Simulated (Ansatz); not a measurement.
## CH6AlGeSb, SMILES [CH3][Sb]1[AlH][GeH2]1: an atomisation energy, step by step

Program: Ansatz 0.2.0, Python API.

Notebook, run cell by cell (the value of a cell's last expression is shown):

In [1]:
```python
from collections import Counter

import ansatz as az
from ase import Atoms


def energy(molecule, charge=0, unpaired=0):
    calc = molecule.calculation().basis(gaussian='def2-SVP').functional('pbe')
    if charge:
        calc = calc.charge(charge)
    if unpaired:
        calc = calc.spin('collinear', total=unpaired)
    return calc.run(threads=1).report['free_energy_ev']

atoms = Atoms(['C', 'Sb', 'Al', 'Ge', 'H', 'H', 'H', 'H', 'H', 'H'], positions=[
    (-1.0441, 0.9293, -1.0662),
    (0.8851, 0.1332, -1.3341),
    (0.2622, -1.9694, 0.2149),
    (1.3897, 0.1017, 1.1643),
    (-1.8374, 0.1516, -1.0075),
    (-1.1229, 1.6192, -0.1663),
    (-1.312, 1.6022, -1.9561),
    (-0.2668, -3.4212, 0.4142),
    (0.3457, 0.9285, 2.0939),
    (2.7836, -0.1261, 1.6459),
])
system = az.Crystal.molecule_from_ase(atoms)

unpaired = {'C': 2, 'Sb': 3, 'Al': 1, 'Ge': 2, 'H': 1}
counts = Counter(site.symbol for site in system.cartesian_sites)
atom_energy = {s: energy(az.Crystal.molecule().atom(s, (0, 0, 0)), 0, unpaired[s]) for s in counts}
whole = energy(system, 0, 0)
for s, e in atom_energy.items():
    print(f'{s:2s} x{counts[s]}  {e:14.5f} eV')
print(f'CH6AlGeSb: {whole:.5f} eV')
split = sum(counts[s] * e for s, e in atom_energy.items()) - whole
print(f'atomisation energy (no zero-point term): {23.060548 * split:.1f} kcal/mol, {split / sum(counts.values()):.3f} eV an atom')
```
```text
C  x1     -1027.26350 eV
Sb x1     -6536.22155 eV
Al x1     -6589.00858 eV
Ge x1    -56500.11843 eV
H  x6       -13.56840 eV
CH6AlGeSb: -70762.42854 eV
atomisation energy (no zero-point term): 655.1 kcal/mol, 2.841 eV an atom
```

655.1 kcal/mol from the electronic energies, without the zero-point term.

What to keep in mind:
- Total energies depend on the basis set; only differences at equal settings carry meaning.
- The geometry is a force-field or estimated start, not a minimum of this method, and the basis set is short of its limit. All parts are taken at fixed geometry, without zero-point energy.
- def2 sets replace the cores of elements past krypton by effective core potentials.
- This functional overbinds, so such energies come out a few per cent too high (LDA far more).
- The spin-orbit lowering of heavy atoms is left out.
- Timing: 4.9 s on 1 thread of Intel(R) Xeon(R) Processor @ 2.30GHz, on a shared host, peak memory 0.28 GiB.
